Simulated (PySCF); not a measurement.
# SnC+: bond curves at several levels of theory

One job finds the state of SnC+, follows it along the bond with each method and fits the curves.

Computed with PySCF 2.14.0. Level: Sn x2c-SVPall, C x2c-SVPall, spin-free X2C with a Gaussian nucleus.

## (1) Set-up

Settings of the job:

| Quantity | Value |
| --- | --- |
| atoms | Sn, C |
| charge | 1 |
| basis | Sn x2c-SVPall, C x2c-SVPall |
| Hamiltonian | spin-free X2C with a Gaussian nucleus |
| basis functions | 50 |
| electrons treated | 55 |
| masses in u | 119.9022, 12.0000 |
| levels | PBE0, PBE, r²SCAN, B3LYP, PW91, TPSSh, HF, MP2, SCS-MP2, CCSD, CCSD(T) |
| grid | 80 radial by 434 angular points |
| occupations | held fixed by the projection of orbital angular momentum |
| dissociation limit | Sn+ + C, each in its ground configuration |
| starting distance in angstrom | 2.160 |
| values of 2S to try | 1, 3 |

Started as:

```
$ OMP_NUM_THREADS=1 python dia.py task.json out
```

Further steps of the session: PBE0 along the bond; Other states along the same grid; PBE (GGA); r²SCAN; B3LYP (global hybrid GGA); PW91 (GGA); TPSSh (hybrid meta-GGA); UHF (mean field); Correlated methods on the Hartree–Fock reference.

Q: Predict the outcome of this session. Wanted: for each run, Re; ωe; De; μ.

The runs gave:

Lowest PBE0 solution found, without spin–orbit coupling: ⁴Σ⁻ (quartet), unpaired electrons σ ↑, π ↑↑. State 2 has its PBE0 minimum 0.68 eV higher, as a spin-mixed determinant (⟨S²⟩ = 1.76), so this is no gap between pure states. State 3 has its PBE0 minimum 0.68 eV higher, as a spin-mixed determinant (⟨S²⟩ = 1.77), so this is no gap between pure states. State 4 has its PBE0 minimum 1.33 eV higher. The other levels ran on the lowest alone.

```
      level  Re (Å)  ωe (cm⁻¹)  De (eV)  μ (D)
        UHF   2.101        661     1.66  -1.07
    UHF-MP2   2.111        643     2.32    n/a
UHF-SCS-MP2   2.112        641     2.01    n/a
   UHF-CCSD   2.121        620     2.23    n/a
UHF-CCSD(T)   2.129        602     2.35    n/a
        PBE   2.150        564     3.14  -0.62
       PW91   2.148        566     3.17  -0.60
     r²SCAN   2.127        600     2.94  -0.60
      TPSSh   2.134        592     2.87  -0.73
      B3LYP   2.140        580     2.62  -0.81
       PBE0   2.120        610     2.81  -0.82
```

De is counted to Sn+ + C in their ground configurations. A positive dipole points from Sn to C; in an ion it is taken about the centre of mass and does not tell which atom is negative.

In words: Bond lengths run from 2.101 Å (UHF) to 2.150 Å (PBE). Among the levels with a De in the table, it runs from 1.66 eV (UHF) to 3.17 eV (PW91).

Correlated steps freeze 19 core orbitals. Spin–orbit coupling is left out, which matters for elements this heavy, above all for dissociation energies. T1 is 0.035 near the minimum (highest on the curve 0.055), which may point to more than one leading configuration.
